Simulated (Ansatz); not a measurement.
**Nudged elastic band run: TiSi16**

The input (input.yaml):

```yaml
crystal:
  lattice:
    - [0.0, 5.43, 5.43]
    - [5.43, 0.0, 5.43]
    - [5.43, 5.43, 0.0]
  atoms:
    - { symbol: Si, position: [0.00720138, 0.00036446, -0.00020198] }
    - { symbol: Si, position: [0.14002451, 0.12495824, 0.12470185] }
    - { symbol: Si, position: [0.00632146, -0.00070115, 0.50764762] }
    - { symbol: Si, position: [0.12767355, 0.13216925, 0.6266773] }
    - { symbol: Si, position: [0.00668159, 0.50767693, -0.00074762] }
    - { symbol: Si, position: [0.12783958, 0.62721917, 0.13180945] }
    - { symbol: Si, position: [0.0047283, 0.50273415, 0.50235556] }
    - { symbol: Si, position: [0.12777922, 0.62626474, 0.62635063] }
    - { symbol: Si, position: [0.50231947, 0.00479786, 0.00533362] }
    - { symbol: Si, position: [0.62489728, 0.12508582, 0.1246483] }
    - { symbol: Si, position: [0.50094868, -0.00062075, 0.50753059] }
    - { symbol: Si, position: [0.62454677, 0.12273231, 0.64224301] }
    - { symbol: Si, position: [0.50110264, 0.50781188, -0.00102147] }
    - { symbol: Si, position: [0.62493148, 0.64187166, 0.12286635] }
    - { symbol: Si, position: [0.50121197, 0.50579637, 0.50615773] }
    - { symbol: Si, position: [0.63414175, 0.62638068, 0.6260199] }
    - { symbol: Ti, position: [0.75320007, 0.2540296, 0.25417116] }
basis:
  ecutwfc: 420.0
kpoints:
  mp_grid: { grid: [2, 2, 2] }
hamiltonian:
  xc: pbe
  dispersion: d3bj
  pseudopotentials: { kind: paw, azcp: { folder: soft_1 } }
scf:
  occupations: { method: fermi_dirac, width: 0.02 }
  lower_state_search: "off"
  max_iter: 64
neb:
  images: 3
  f_tol: 0.05
  max_iterations: 50
  order_check: false
  spring: 100.0
  optimiser: fire
  final_atoms:
    - { symbol: Si, position: [0.01221035, -0.00156544, -0.00299046] }
    - { symbol: Si, position: [0.13518659, 0.12295208, 0.1200604] }
    - { symbol: Si, position: [0.01223036, -0.00113463, 0.49064638] }
    - { symbol: Si, position: [0.13354087, 0.1175557, 0.62374399] }
    - { symbol: Si, position: [0.01211259, 0.4934542, -0.00319406] }
    - { symbol: Si, position: [0.13261987, 0.62535351, 0.11756647] }
    - { symbol: Si, position: [-0.00024157, 0.50036052, 0.49983954] }
    - { symbol: Si, position: [0.13309864, 0.62585621, 0.62354258] }
    - { symbol: Si, position: [0.50577495, -0.00093797, -0.00307535] }
    - { symbol: Si, position: [0.63887683, 0.11786329, 0.11813424] }
    - { symbol: Si, position: [0.51534692, -0.01706703, 0.5000249] }
    - { symbol: Si, position: [0.63880237, 0.11872712, 0.6235559] }
    - { symbol: Si, position: [0.51480309, 0.50091737, -0.01561933] }
    - { symbol: Si, position: [0.63884204, 0.62611106, 0.11757057] }
    - { symbol: Si, position: [0.51504356, 0.502012, 0.49933712] }
    - { symbol: Si, position: [0.6373408, 0.61985876, 0.6219658] }
    - { symbol: Ti, position: [0.38661132, 0.37099423, 0.37124956] }
```

Run as:

```bash
$ ansatz run input.yaml --threads 1 --pin off --max-ram 3072MiB --backend cpu --events-out ev --progress --plain --runs-dir out
```

Output, in part (warnings, iteration lines):

```
NEB end point (image 0): max|allowed force component| = 1.012e-2 eV/Å (the criterion of neb.relax_end_points is 1.000e-2)
NEB end point (image 4): max|allowed force component| = 7.147e-3 eV/Å (the criterion of neb.relax_end_points is 1.000e-2)
NEB iter   1: max|band force component| = 2.016e0 eV/Å  barrier→ = 2.4765 eV  barrier← = 2.4765 eV  Δτ_max = 0.0300 Å  (49 SCF iters)
NEB iter   2: max|band force component| = 1.333e0 eV/Å  barrier→ = 2.1685 eV  barrier← = 2.1685 eV  Δτ_max = 0.0492 Å  (19 SCF iters)
NEB iter   3: max|band force component| = 4.396e-1 eV/Å  barrier→ = 1.9239 eV  barrier← = 1.9239 eV  CI = image 2  Δτ_max = 0.0500 Å  (21 SCF iters)
NEB iter   4: max|band force component| = 6.987e-1 eV/Å  barrier→ = 1.9512 eV  barrier← = 1.9513 eV  CI = image 2  Δτ_max = 0.0042 Å  (22 SCF iters)
NEB iter   5: max|band force component| = 6.445e-1 eV/Å  barrier→ = 1.9330 eV  barrier← = 1.9331 eV  CI = image 2  Δτ_max = 0.0082 Å  (18 SCF iters)
NEB iter   6: max|band force component| = 5.412e-1 eV/Å  barrier→ = 1.9032 eV  barrier← = 1.9032 eV  CI = image 2  Δτ_max = 0.0115 Å  (18 SCF iters)
NEB iter   7: max|band force component| = 3.982e-1 eV/Å  barrier→ = 1.8721 eV  barrier← = 1.8721 eV  CI = image 2  Δτ_max = 0.0140 Å  (18 SCF iters)
NEB iter   8: max|band force component| = 2.306e-1 eV/Å  barrier→ = 1.8500 eV  barrier← = 1.8501 eV  CI = image 2  Δτ_max = 0.0152 Å  (18 SCF iters)
NEB iter   9: max|band force component| = 2.580e-1 eV/Å  barrier→ = 1.8422 eV  barrier← = 1.8422 eV  CI = image 2  Δτ_max = 0.0016 Å  (18 SCF iters)
NEB iter  10: max|band force component| = 2.496e-1 eV/Å  barrier→ = 1.8410 eV  barrier← = 1.8411 eV  CI = image 2  Δτ_max = 0.0031 Å  (18 SCF iters)
NEB iter  11: max|band force component| = 2.332e-1 eV/Å  barrier→ = 1.8389 eV  barrier← = 1.8389 eV  CI = image 2  Δτ_max = 0.0046 Å  (18 SCF iters)
NEB iter  12: max|band force component| = 2.105e-1 eV/Å  barrier→ = 1.8361 eV  barrier← = 1.8361 eV  CI = image 2  Δτ_max = 0.0059 Å  (18 SCF iters)
NEB iter  13: max|band force component| = 1.836e-1 eV/Å  barrier→ = 1.8328 eV  barrier← = 1.8329 eV  CI = image 2  Δτ_max = 0.0070 Å  (18 SCF iters)
NEB iter  14: max|band force component| = 1.883e-1 eV/Å  barrier→ = 1.8292 eV  barrier← = 1.8292 eV  CI = image 2  Δτ_max = 0.0078 Å  (18 SCF iters)
NEB iter  15: max|band force component| = 2.044e-1 eV/Å  barrier→ = 1.8252 eV  barrier← = 1.8253 eV  CI = image 2  Δτ_max = 0.0093 Å  (18 SCF iters)
NEB iter  16: max|band force component| = 2.062e-1 eV/Å  barrier→ = 1.8202 eV  barrier← = 1.8203 eV  CI = image 2  Δτ_max = 0.0107 Å  (18 SCF iters)
NEB iter  17: max|band force component| = 1.866e-1 eV/Å  barrier→ = 1.8138 eV  barrier← = 1.8138 eV  CI = image 2  Δτ_max = 0.0134 Å  (18 SCF iters)
NEB iter  18: max|band force component| = 1.413e-1 eV/Å  barrier→ = 1.8058 eV  barrier← = 1.8058 eV  CI = image 2  Δτ_max = 0.0166 Å  (18 SCF iters)
NEB iter  19: max|band force component| = 8.768e-2 eV/Å  barrier→ = 1.7964 eV  barrier← = 1.7964 eV  CI = image 2  Δτ_max = 0.0187 Å  (18 SCF iters)
NEB iter  20: max|band force component| = 9.801e-2 eV/Å  barrier→ = 1.7860 eV  barrier← = 1.7861 eV  CI = image 2  Δτ_max = 0.0190 Å  (18 SCF iters)
NEB iter  21: max|band force component| = 1.020e-1 eV/Å  barrier→ = 1.7748 eV  barrier← = 1.7748 eV  CI = image 2  Δτ_max = 0.0182 Å  (18 SCF iters)
NEB iter  22: max|band force component| = 7.515e-2 eV/Å  barrier→ = 1.7627 eV  barrier← = 1.7627 eV  CI = image 2  Δτ_max = 0.0227 Å  (18 SCF iters)
NEB iter  23: max|band force component| = 8.850e-2 eV/Å  barrier→ = 1.7509 eV  barrier← = 1.7510 eV  CI = image 2  Δτ_max = 0.0265 Å  (18 SCF iters)
NEB iter  24: max|band force component| = 1.602e-1 eV/Å  barrier→ = 1.7410 eV  barrier← = 1.7410 eV  CI = image 2  Δτ_max = 0.0287 Å  (18 SCF iters)
NEB iter  25: max|band force component| = 5.887e-1 eV/Å  barrier→ = 1.7331 eV  barrier← = 1.7331 eV  CI = image 2  Δτ_max = 0.0062 Å  (20 SCF iters)
NEB iter  26: max|band force component| = 5.471e-2 eV/Å  barrier→ = 1.7330 eV  barrier← = 1.7330 eV  CI = image 2  Δτ_max = 0.0059 Å  (18 SCF iters)
NEB iter  27: max|band force component| = 5.186e-1 eV/Å  barrier→ = 1.7328 eV  barrier← = 1.7329 eV  CI = image 2  Δτ_max = 0.0014 Å  (18 SCF iters)
NEB iter  28: max|band force component| = 3.913e-1 eV/Å  barrier→ = 1.7328 eV  barrier← = 1.7329 eV  CI = image 2  Δτ_max = 0.0024 Å  (18 SCF iters)
NEB iter  29: max|band force component| = 1.683e-1 eV/Å  barrier→ = 1.7328 eV  barrier← = 1.7328 eV  CI = image 2  Δτ_max = 0.0028 Å  (18 SCF iters)
NEB iter  30: max|band force component| = 9.574e-2 eV/Å  barrier→ = 1.7327 eV  barrier← = 1.7328 eV  CI = image 2  Δτ_max = 0.0001 Å  (18 SCF iters)
NEB iter  31: max|band force component| = 9.005e-2 eV/Å  barrier→ = 1.7327 eV  barrier← = 1.7328 eV  CI = image 2  Δτ_max = 0.0001 Å  (18 SCF iters)
NEB iter  32: max|band force component| = 7.904e-2 eV/Å  barrier→ = 1.7327 eV  barrier← = 1.7328 eV  CI = image 2  Δτ_max = 0.0002 Å  (18 SCF iters)
NEB iter  33: max|band force component| = 6.344e-2 eV/Å  barrier→ = 1.7327 eV  barrier← = 1.7327 eV  CI = image 2  Δτ_max = 0.0002 Å  (18 SCF iters)
NEB iter  34: max|band force component| = 4.438e-2 eV/Å  barrier→ = 1.7327 eV  barrier← = 1.7327 eV  CI = image 2  Δτ_max = 0.0000 Å  (18 SCF iters)
```

The forces met the threshold. The order of the stationary point at the top wasn't checked. Limits of this set-up: coarse k mesh, a small cell, in which the defect meets its images.

Final band (atoms are numbered from 1 in the order of the input):

```
image  path coordinate (Å)  energy (eV)  Si1–Ti17 (Å)  Si2–Ti17 (Å)  Si3–Ti17 (Å)
    0                 0.00         0.00          2.76          2.43          2.75
    1                 0.70         0.65          3.02          2.61          3.02
    2                 1.41         1.73          3.52          3.31          3.51
    3                 2.11         0.65          4.08          4.03          4.08
    4                 2.82         0.00          4.49          4.69          4.49
```

Run time: 12 min on 1 thread of Arm Neoverse V1, on a shared host, peak memory 0.79 GiB.
